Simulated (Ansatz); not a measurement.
Geometry optimisation, Ansatz 0.2.0, DFT PBE-D3(BJ), scalar-relativistic, plane waves, PAW.

Input file:

```yaml
crystal:
  lattice:
    - [-4.1738, -4.1738, 0.0]
    - [4.1738, -4.1738, 0.0]
    - [0.0, 0.0, 5.3326]
  atoms:
    - { symbol: Si, position: [0.5, 0.5, 0.0] }
    - { symbol: Si, position: [0.0, 0.5, 0.25] }
    - { symbol: O, position: [0.1933, 0.5, 0.0] }
    - { symbol: O, position: [0.0, 0.1933, 0.25] }
    - { symbol: O, position: [0.8067, 0.5, 0.0] }
    - { symbol: O, position: [0.0, 0.8067, 0.25] }
    - { symbol: Si, position: [0.5, 0.5, 0.5] }
    - { symbol: Si, position: [0.0, 0.5, 0.75] }
    - { symbol: O, position: [0.1933, 0.5, 0.5] }
    - { symbol: O, position: [0.0, 0.1933, 0.75] }
    - { symbol: O, position: [0.8067, 0.5, 0.5] }
    - { symbol: O, position: [0.0, 0.8067, 0.75] }
    - { symbol: Si, position: [0.0, 0.0, 0.0] }
    - { symbol: Si, position: [0.5, 0.0, 0.25] }
    - { symbol: O, position: [0.6933, 0.0, 0.0] }
    - { symbol: O, position: [0.5, 0.6933, 0.25] }
    - { symbol: O, position: [0.3067, 0.0, 0.0] }
    - { symbol: O, position: [0.5, 0.3067, 0.25] }
    - { symbol: Si, position: [0.0, 0.0, 0.5] }
    - { symbol: Si, position: [0.5, 0.0, 0.75] }
    - { symbol: O, position: [0.6933, 0.0, 0.5] }
    - { symbol: O, position: [0.5, 0.6933, 0.75] }
    - { symbol: O, position: [0.3067, 0.0, 0.5] }
    - { symbol: O, position: [0.5, 0.3067, 0.75] }
    - { symbol: Ge, position: [0.7666237, 0.252184, 0.365561] }
basis:
  ecutwfc: 420.0
kpoints:
  mp_grid: { grid: [2, 2, 2] }
hamiltonian:
  xc: pbe
  dispersion: d3bj
  pseudopotentials: { kind: paw, azcp: { folder: soft_1 } }
scf:
  occupations: { method: fermi_dirac, width: 0.05 }
  lower_state_search: "off"
relax:
  f_tol: 0.03
  max_steps: 60
  adjacent_minimum: "off"
```

Run as:

```bash
$ ansatz run input.yaml --threads 1 --pin off --max-ram 3072MiB --backend cpu --events-out ev --progress --plain --runs-dir out
```

**Question.** Where does it end, and by what steps?

**Answer.** The forces met the threshold. Limits of this set-up: coarse k mesh. After 13 steps the energy has fallen by 14.785 eV; Ge25 moved furthest, 0.52 Å. The start is strongly strained (largest force component 15 eV/Å), so its close contacts needn't be bonds. Parted: Si2–O4 (1.81 → 2.24 Å), Si14–O18 (1.81 → 2.24 Å), O21–Ge25 (1.71 → 2.37 Å).

```tsv
step	energy less start (eV)	largest force component (eV/Å)	accepted
0	0.0000	15.133	yes
1	-7.1737	9.031	yes
2	-11.9175	3.653	yes
3	-13.3392	1.217	yes
4	-14.2751	1.043	yes
5	-14.5302	0.711	yes
6	-14.5226	1.799	no
7	-14.7346	0.253	yes
8	-14.7756	0.175	yes
9	-14.7778	0.469	yes
10	-14.7844	0.062	yes
11	-14.7844	0.062	yes
12	-14.7852	0.030	yes
13	-14.7854	0.019	yes
```

```xyz
25
Lattice="-4.1738 -4.1738 0.0000 4.1738 -4.1738 0.0000 0.0000 0.0000 5.3326" Properties=species:S:1:pos:R:3
Si 0.185 -4.140 -0.043
Si 2.163 -2.184 1.266
O 1.339 -2.778 -0.065
O 0.344 -0.888 1.397
O -0.925 -5.532 -0.166
O 3.237 -3.396 1.352
Si 0.223 -4.087 2.727
Si 2.200 -1.975 3.996
O 1.375 -2.765 2.699
O 0.777 -0.816 4.024
O -1.002 -5.386 2.835
O 3.160 -3.509 4.039
Si -0.202 -0.089 -0.007
Si -2.239 -2.076 1.403
O -3.144 -2.911 -0.072
O 0.936 -4.951 1.354
O -1.367 -1.414 0.020
O -0.353 -3.290 1.315
Si -0.220 -0.053 2.749
Si -2.190 -2.184 4.042
O -3.273 -2.794 2.871
O 1.030 -4.830 4.016
O -1.367 -1.409 2.738
O -0.771 -3.338 4.016
Ge -2.061 -4.237 1.437
```

Whether the end is a true minimum wasn't checked by a vibrational analysis.

The run took 98 s on 1 thread of Arm Neoverse V2 (shared host), peak memory 0.46 GiB.
